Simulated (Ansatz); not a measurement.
# SiP: the cost of one run

Program: Ansatz 0.2.0. Level of theory: DFT PBE, scalar-relativistic, plane waves, PAW. These are calculated values, not measurements.

### 1 The system as given

The cell holds 16 atoms (P8Si8): a = 6.224 Å, b = 5.917 Å, c = 5.856 Å, α = 92.24°, β = 91.36°, γ = 90.19°.

It is the last frame of an earlier stage of the same melt, run at 740 K.

As a file:

```
CELL_PARAMETERS angstrom
6.22328 -0.01067 -0.07155
-0.01067 5.91635 -0.11527
-0.07155 -0.11527 5.85397
ATOMIC_POSITIONS crystal
Si 0.70032 0.19003 0.52762
Si 0.19065 0.32588 0.63365
Si 0.08406 0.92259 0.99854
Si 0.30368 0.83986 0.30992
Si 0.64781 0.90869 0.78889
Si 0.04877 0.50123 0.25761
Si 0.73230 0.62974 0.49211
Si 0.02736 0.96874 0.59543
P 0.95950 0.57991 0.86527
P 0.67691 0.31796 0.93392
P 0.88935 0.14152 0.21053
P 0.64868 0.81348 0.15705
P 0.41093 0.64545 0.67108
P 0.38541 0.12217 0.88234
P 0.35825 0.21697 0.33599
P 0.41136 0.51607 0.13269
```

### 2 Dynamics at 300 K

One k point, a Fermi-Dirac width of 0.050 eV and a fixed cell.

Contents of input.yaml:

```yaml
crystal:
  lattice:
    - [6.223279, -0.010673, -0.071547]
    - [-0.010673, 5.916351, -0.115273]
    - [-0.071547, -0.115273, 5.853967]
  atoms:
    - { symbol: Si, position: [0.7003239925, 0.1900327458, 0.5276154979] }
    - { symbol: Si, position: [0.190646151, 0.3258780595, 0.6336533648] }
    - { symbol: Si, position: [0.0840607505, 0.9225890926, 0.9985428501] }
    - { symbol: Si, position: [0.3036764058, 0.8398565547, 0.3099184443] }
    - { symbol: Si, position: [0.6478110923, 0.9086860338, 0.7888864547] }
    - { symbol: Si, position: [0.0487728345, 0.5012319923, 0.2576086586] }
    - { symbol: Si, position: [0.7322950225, 0.6297405753, 0.4921144767] }
    - { symbol: Si, position: [0.0273592548, 0.9687447672, 0.5954265108] }
    - { symbol: P, position: [0.9595044457, 0.5799141956, 0.8652670491] }
    - { symbol: P, position: [0.6769149072, 0.3179552761, 0.933920451] }
    - { symbol: P, position: [0.8893528449, 0.1415158073, 0.2105279875] }
    - { symbol: P, position: [0.6486819801, 0.8134771986, 0.1570466468] }
    - { symbol: P, position: [0.4109308979, 0.6454520914, 0.671084864] }
    - { symbol: P, position: [0.3854083834, 0.1221703214, 0.8823370732] }
    - { symbol: P, position: [0.3582525162, 0.2169691547, 0.3359914516] }
    - { symbol: P, position: [0.4113590463, 0.5160687519, 0.1326921705] }
  symmetry: { detect: false }
basis:
  ecutwfc: 420
  xc_grid: 1
kpoints:
  mp_grid: { grid: [1, 1, 1], shift: [0.25, 0.25, 0.25] }
hamiltonian:
  xc: pbe
scf:
  occupations: { method: fermi_dirac, width: 0.05 }
  lower_state_search: "off"
  convergence: { dr2_threshold: 1.0e-05 }
output:
  forces: true
  stress: true
md:
  timestep: 3.0
  n_steps: 250
  ensemble: nvt_langevin
  friction: 0.03
  temperature: 300.0
  initial_velocities: maxwell_boltzmann
  seed: 75817
```

Command:

```bash
> ansatz run input.yaml --threads 2 --pin off --max-ram 5120MiB --backend cpu --events-out ev --progress --plain --runs-dir out
```

Q: Estimate wall time and peak memory on 2 threads of Arm Neoverse V1, shared host.

About 2.3 min, with a peak of 0.34 GiB.
